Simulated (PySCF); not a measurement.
# OsO3(OH)2: other functionals and bases at one geometry

Aim: see how levels, charges and forces of OsO3(OH)2 depend on the level of theory. The species was built from a template and needn't be a known compound.

Program: PySCF 2.14.0. Level of theory: several levels, as the steps say, no spin–orbit coupling. These are calculated values, not measurements.

2 further runs of the same task are left out: 1 for a known fault of the program, 1 that didn't finish.

## Step 1: Where the work starts

8 atoms, charge 0, spin multiplicity 1.

Bond lengths: Os1–O2 1.744 Å, Os1–O3 1.720 Å, Os1–O4 1.744 Å, Os1–O5 1.945 Å, Os1–O7 1.945 Å, O5–H6 0.983 Å, O7–H8 0.982 Å. Angles: O2–Os1–O3 110.3°, O2–Os1–O4 139.2°, O2–Os1–O5 84.7°, O2–Os1–O7 87.1°, O3–Os1–O4 110.5°, O3–Os1–O5 101.7°, O3–Os1–O7 101.7°, O4–Os1–O5 87.2°, O4–Os1–O7 84.7°, O5–Os1–O7 156.6°, Os1–O5–H6 110.6°, Os1–O7–H8 110.5°.

Geometry (Å):

| atom | x (Å) | y (Å) | z (Å) |
| --- | --- | --- | --- |
| Os1 | -0.02740 | -0.01196 | -0.12356 |
| O2 | -1.14605 | -0.18647 | 1.20276 |
| O3 | -0.87126 | -0.02418 | -1.62276 |
| O4 | 1.68611 | 0.17087 | -0.38995 |
| O5 | -0.06031 | 1.87850 | 0.33182 |
| H6 | 0.73996 | 2.33158 | -0.01450 |
| O7 | 0.39104 | -1.89696 | 0.10880 |
| H8 | -0.31860 | -2.34668 | 0.61804 |

Formal oxidation states: Os +8. An earlier session relaxed this geometry at BP86, Os def2-SVP with ECP60, O def2-SVP, H def2-SVP (singlet, point group C2).

At BP86 on the finer grid: E = -467.890443 Eh, HOMO -8.19 eV, LUMO -5.76 eV, Mulliken charge on Os1 +1.06 e, largest force component 0.007 eV/Å. 

Levels to run: M06-L; BLYP; r2SCAN; CAM-B3LYP; BP86, TZVP; BP86, x2c-SVP. Hardware: 2 threads of Arm Neoverse V1, shared host.

## Step 2: M06-L

File run.py (the lines that set the calculation):

```python
mol = gto.M(atom='''
Os    -0.02740    -0.01196    -0.12356
O     -1.14605    -0.18647     1.20276
O     -0.87126    -0.02418    -1.62276
O      1.68611     0.17087    -0.38995
O     -0.06031     1.87850     0.33182
H      0.73996     2.33158    -0.01450
O      0.39104    -1.89696     0.10880
H     -0.31860    -2.34668     0.61804''',
    basis={'Os': 'def2-SVP', 'O': 'def2-SVP', 'H': 'def2-SVP'},
    ecp={'Os': 'def2-SVP'},
    charge=0, spin=0)
mf = dft.RKS(mol, xc='M06L')
mf.grids.atom_grid = (75, 302)
mf = mf.density_fit()  # fitting sets: Os def2-universal-JKFIT, O def2-universal-JKFIT, H def2-universal-JKFIT
mf.conv_tol = 1e-08; mf.max_cycle = 55
mf.kernel(dm0)  # dm0: the density of the relaxed state
```

Launch:

```bash
$ OMP_NUM_THREADS=2 python run.py
```

## Step 3: BLYP

run.py (the lines that set the calculation): that of step 2 with these lines changed.

```diff
@@ -12,3 +12,3 @@
     charge=0, spin=0)
-mf = dft.RKS(mol, xc='M06L')
+mf = dft.RKS(mol, xc='BLYP')
 mf.grids.atom_grid = (75, 302)
```

## Step 4: r2SCAN

run.py (the lines that set the calculation): that of step 3 with these lines changed.

```diff
@@ -12,3 +12,3 @@
     charge=0, spin=0)
-mf = dft.RKS(mol, xc='BLYP')
+mf = dft.RKS(mol, xc='R2SCAN')
 mf.grids.atom_grid = (75, 302)
```

## Step 5: CAM-B3LYP

run.py (the lines that set the calculation): that of step 4 with these lines changed.

```diff
@@ -12,3 +12,3 @@
     charge=0, spin=0)
-mf = dft.RKS(mol, xc='R2SCAN')
+mf = dft.RKS(mol, xc='CAMB3LYP')
 mf.grids.atom_grid = (75, 302)
```

## Step 6: BP86, TZVP

Basis: Os def2-TZVP with ECP60, O def2-TZVP, H def2-TZVP. 

run.py (the lines that set the calculation): that of step 5 with these lines changed.

```diff
@@ -9,6 +9,6 @@
 H     -0.31860    -2.34668     0.61804''',
-    basis={'Os': 'def2-SVP', 'O': 'def2-SVP', 'H': 'def2-SVP'},
-    ecp={'Os': 'def2-SVP'},
+    basis={'Os': 'def2-TZVP', 'O': 'def2-TZVP', 'H': 'def2-TZVP'},
+    ecp={'Os': 'def2-TZVP'},
     charge=0, spin=0)
-mf = dft.RKS(mol, xc='CAMB3LYP')
+mf = dft.RKS(mol, xc='B88,P86')
 mf.grids.atom_grid = (75, 302)
@@ -16,2 +16,2 @@
 mf.conv_tol = 1e-08; mf.max_cycle = 55
-mf.kernel(dm0)  # dm0: the density of the relaxed state
+mf.kernel(dm0)  # dm0: free metal ions and neutral atoms
```

## Step 7: BP86, x2c-SVP

Basis: Os x2c-SVPall, O x2c-SVPall, H x2c-SVPall. All electrons are treated, with the spin-free X2C Hamiltonian.

File run.py (the lines that set the calculation):

```python
mol = gto.M(atom='''
Os    -0.02740    -0.01196    -0.12356
O     -1.14605    -0.18647     1.20276
O     -0.87126    -0.02418    -1.62276
O      1.68611     0.17087    -0.38995
O     -0.06031     1.87850     0.33182
H      0.73996     2.33158    -0.01450
O      0.39104    -1.89696     0.10880
H     -0.31860    -2.34668     0.61804''',
    basis={'Os': 'x2c-SVPall', 'O': 'x2c-SVPall', 'H': 'x2c-SVPall'},
    nucmod='G',
    charge=0, spin=0)
mf = dft.RKS(mol, xc='B88,P86')
mf.grids.atom_grid = (99, 590)
mf = mf.density_fit()  # fitting sets: Os AutoAux, O AutoAux, H AutoAux
mf = mf.sfx2c1e()
mf.conv_tol = 1e-08; mf.max_cycle = 55
mf.kernel(dm0)  # dm0: free metal ions and neutral atoms
```

Q: Predict the outcome of this session. Wanted: for each run, HOMO; gap; charge on Os1; dipole; largest force.

**Answer**, as computed:

| level | state | HOMO (eV) | gap (eV) | charge on Os1 (e) | dipole (D) | largest force (eV/Å) | basis functions | time |
| --- | --- | --- | --- | --- | --- | --- | --- | --- |
| BP86 (relaxed here) | singlet | -8.19 | 2.42 | 1.06 | 0.34 | 0.01 | 112 | 16 s |
| M06-L | singlet | -8.46 | 2.57 | 1.48 | 0.29 | 0.72 | 112 | 9.9 s |
| BLYP | singlet | -7.89 | 2.40 | 1.05 | 0.33 | 0.46 | 112 | 7.4 s |
| r2SCAN | singlet | -8.51 | 2.61 | 1.26 | 0.32 | 0.79 | 112 | 10 s |
| CAM-B3LYP | singlet | -10.86 | 6.63 | 1.23 | 0.23 | 2.02 | 112 | 8.5 s |
| BP86, TZVP | singlet | -8.30 | 2.46 | 1.35 | 0.21 | 0.19 | 207 | 20 s |
| BP86, x2c-SVP | singlet | -8.31 | 2.31 | 0.67 | 0.30 | 0.66 | 146 | 39 s |

Times are on 2 threads of Arm Neoverse V1, shared host; the first row also made further properties.

In one basis the HOMO–LUMO gap runs from 2.40 eV (BLYP) to 6.63 eV (CAM-B3LYP). The largest leftover force, 2.02 eV/Å with CAM-B3LYP, stands at a geometry relaxed at another level. The Mulliken charge on Os spans +0.67 to +1.48 e over the levels. Total energies of different levels can't be compared. Spin–orbit coupling is left out throughout.
